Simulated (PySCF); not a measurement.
# RuNCl₂: relaxation and vibrations of the quartet

The task is one start of a wider search on RuNCl₂: the quartet, from a trigonal planar start. It is relaxed, tested by its Hessian and followed downhill if it is a saddle.

Method: PBE0, basis Ru def2-TZVP with ECP28, N def2-TZVP, Cl def2-TZVP, scalar-relativistic core potentials, no spin–orbit coupling, density fitting; program: PySCF 2.14.0.

## Step 1: The system as given

4 atoms, charge 0, spin multiplicity 4.

Bond lengths: Ru1–N2 1.740 Å, Ru1–Cl3 2.240 Å, Ru1–Cl4 2.240 Å. Angles: N2–Ru1–Cl3 120.0°, N2–Ru1–Cl4 120.0°, Cl3–Ru1–Cl4 120.0°.

Z-matrix (Å, degrees; charge 0 multiplicity 4):
```
Ru
N  1 1.7400
Cl 1 2.2400 2 120.00
Cl 1 2.2400 2 120.00 3 180.00
```

## Step 2: The SCF at the typed geometry

The steps below are one call of a driver around PySCF. For each, scf.py gives the equivalent set-up of the SCF; relaxations use the driver's own optimiser. After this first run the driver tries any further starts and a stability analysis.

Input file scf.py:

```python
from pyscf import gto, scf, dft
mol = gto.M(atom='''
Ru     0.000000     0.000000     0.290380
N     -0.000010     0.000000     2.030390
Cl    -1.939900     0.000000    -0.829620
Cl     1.939900     0.000000    -0.829630''',
    basis={'Ru': 'def2-TZVP', 'N': 'def2-TZVP', 'Cl': 'def2-TZVP'},
    ecp={'Ru': 'def2-TZVP'},
    charge=0, spin=3)
mf = dft.UKS(mol, xc='PBE0')
mf.grids.atom_grid = (50, 194)
aux = {'Ru': 'def2-universal-JKFIT', 'N': 'def2-universal-JKFIT', 'Cl': 'def2-universal-JKFIT'}
mf = mf.density_fit(auxbasis=aux)
mf.conv_tol = 1e-08
mf.diis_space = 10
mf.max_cycle = 60
mf.init_guess = 'minao'
mf.verbose = 4
mf.kernel()
```

Run with:

```console
$ OMP_NUM_THREADS=4 python axn.py task.json out
```

The runs that follow: Relaxation: trigonal planar start, quartet; Vibrations and properties at this point.

What does the calculation give? Wanted: minimum; geometry; wavenumbers; dipole moment; highest occupied, lowest empty level; polar-tensor charge of Ru1; zero-point energy; atomisation energy; ⟨S²⟩.

As calculated:

| quantity | value |
| --- | --- |
| minimum | quartet, C2v |
| geometry | Ru–Cl 2.223 Å (×2), Ru–N 1.638 Å; Cl–Ru–Cl 138.7°, Cl–Ru–N 110.7° (×2) |
| wavenumbers (cm⁻¹) | 62 (b1), 113 (a1), 251 (b2), 380 (a1), 448 (b2), 1054 (a1) |
| dipole moment | 0.59 D |
| highest occupied, lowest empty level (either spin) | -7.08, -5.08 eV |
| polar-tensor charge of Ru1 | +1.20 e |
| zero-point energy | 13.8 kJ/mol |
| entropy at 298.15 K | 341.8 J/(mol K) |
| atomisation energy (no zero-point energy) | 1049 kJ/mol |
| ⟨S²⟩ | 3.772 |

What this shows: The trigonal planar start keeps its C2v symmetry and ends in a minimum. In the infrared the band at 448 cm⁻¹ (b2, stretch) leads. Most of the spin sits on Ru1 (Mulliken spin 2.19, against 3 for the whole molecule). Other starts or spin states, not run here, may lie lower. Open d and f shells are described by one determinant, and the ground state may have another occupation or spin.
